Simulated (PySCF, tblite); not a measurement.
# C4H8BF3OP2: geometry, infrared bands and NMR shifts

Aim: predict the infrared bands and NMR shifts of C4H8BF3OP2 (`CP(C#C[PH2+][B-](F)(F)F)CO`).

Programs: tblite 0.8.0 and PySCF 2.14.0, with density-fitted response routines of our own. Each step states its level of theory. These are calculated values for one molecule in the gas phase, unless marked as measured. Atoms are numbered from 0 throughout.

### Step 1. Starting geometry

19 atoms, charge 0, multiplicity 1; geometry from: force field or distance geometry start.

Bonds of the start (Å): C0–P1 1.84, P1–C2 1.83, C2–C3 1.21, C3–P4 1.78, P4–B5 1.88, B5–F6 1.46, B5–F7 1.44, B5–F8 1.47, P1–C9 1.87, C9–O10 1.39, C0–H11 1.14, C0–H12 1.08, C0–H13 1.13, P4–H14 1.42, P4–H15 1.41, C9–H16 1.11, C9–H17 1.12, O10–H18 1.01.

### Step 2. Relaxing the molecule with GFN2-xTB

The job: settings as JSON, then the geometry in Å.

```
{"job": {"kind": "relax", "xc": "GFN2-xTB", "basis": "xTB"}, "charge": 0, "multiplicity": 1}
C     -2.506600    -1.721400    -0.778200
P     -1.728200    -0.060800    -0.870100
C     -0.031000    -0.123300    -0.198000
C      1.095600    -0.132600     0.244600
P      2.739400    -0.141200     0.921900
B      4.005500    -0.066800    -0.467000
F      3.642200     1.048600    -1.331200
F      3.949300    -1.328200    -1.164700
F      5.371300     0.146300     0.039000
C     -2.742400     1.179400     0.100400
O     -3.176300     2.228100    -0.698400
H     -2.989500    -1.812800     0.244900
H     -1.892000    -2.569700    -1.028700
H     -3.388100    -1.763200    -1.487400
H      2.951900     1.002200     1.732500
H      2.896600    -1.249700     1.775500
H     -3.558600     0.700600     0.683700
H     -2.043200     1.617300     0.858200
H     -2.605700     3.056400    -0.569300
```

Command:

```console
> OMP_NUM_THREADS=1 python probes_run.py task.json out
```

One launch serves the whole session: the jobs run in the order shown.

**Question.** This job is followed by: GFN2-xTB harmonic vibrations, gas phase; GIAO PBE0/pcSseg-1 NMR shielding, non-relativistic, gas phase. Predict these results of the whole session: strongest single infrared mode (GFN2-xTB); zero-point energy (GFN2-xTB); 13C shifts against TMS (PBE0/pcSseg-1); 1H shifts against TMS (PBE0/pcSseg-1, means over atoms taken as alike); 31P shifts against H3PO4 (PBE0/pcSseg-1); 11B shifts against BF3·OEt2 (PBE0/pcSseg-1); 19F shifts against CFCl3 (PBE0/pcSseg-1, means over atoms taken as alike); 17O shifts against H2O (PBE0/pcSseg-1); surface potential, 1st and 99th percentile.

The runs gave:

| quantity | value |
| --- | --- |
| strongest single infrared mode (GFN2-xTB) | 470 cm⁻¹, 393 km/mol |
| zero-point energy (GFN2-xTB) | 73.1 kcal/mol |
| 13C shifts against TMS (PBE0/pcSseg-1) | 121.2, 89.4, 73.5, 14.9 ppm |
| 1H shifts against TMS (PBE0/pcSseg-1, means over atoms taken as alike) | 4.52, 4.38, 1.55, 0.11 ppm |
| 31P shifts against H3PO4 (PBE0/pcSseg-1) | -91.8, -172.8 ppm |
| 11B shifts against BF3·OEt2 (PBE0/pcSseg-1) | 2.0 ppm |
| 19F shifts against CFCl3 (PBE0/pcSseg-1, means over atoms taken as alike) | -124.4 ppm |
| 17O shifts against H2O (PBE0/pcSseg-1) | 28.4 ppm |
| surface potential, 1st and 99th percentile | -1.29 V and 2.09 V |

**Reading.** The optimisation took 162 steps and gained 1.722 eV; among the close pairs (by a distance rule), P4–B5 changed most, from 1.881 to 2.231 Å. The lowest mode is slightly imaginary (12i cm⁻¹), a soft motion within the noise of the Hessian, so the minimum is not strictly shown. The strongest single mode, at 470 cm⁻¹, is spread over many atoms; the largest shares are those of B5, P1. Unscaled tight-binding wavenumbers are off by several per cent, some by more. Its intensities can rank the bands wrongly. At PBE0/pcSseg-1: The largest span, 313 ppm, is at C2, where the paramagnetic term is -212 ppm. By nearest atom (PBE0/pcSseg-1), the HOMO sits on P1 42 %; C3 15 % and the LUMO on C2, C3 about 24 % each; P4 12 %.
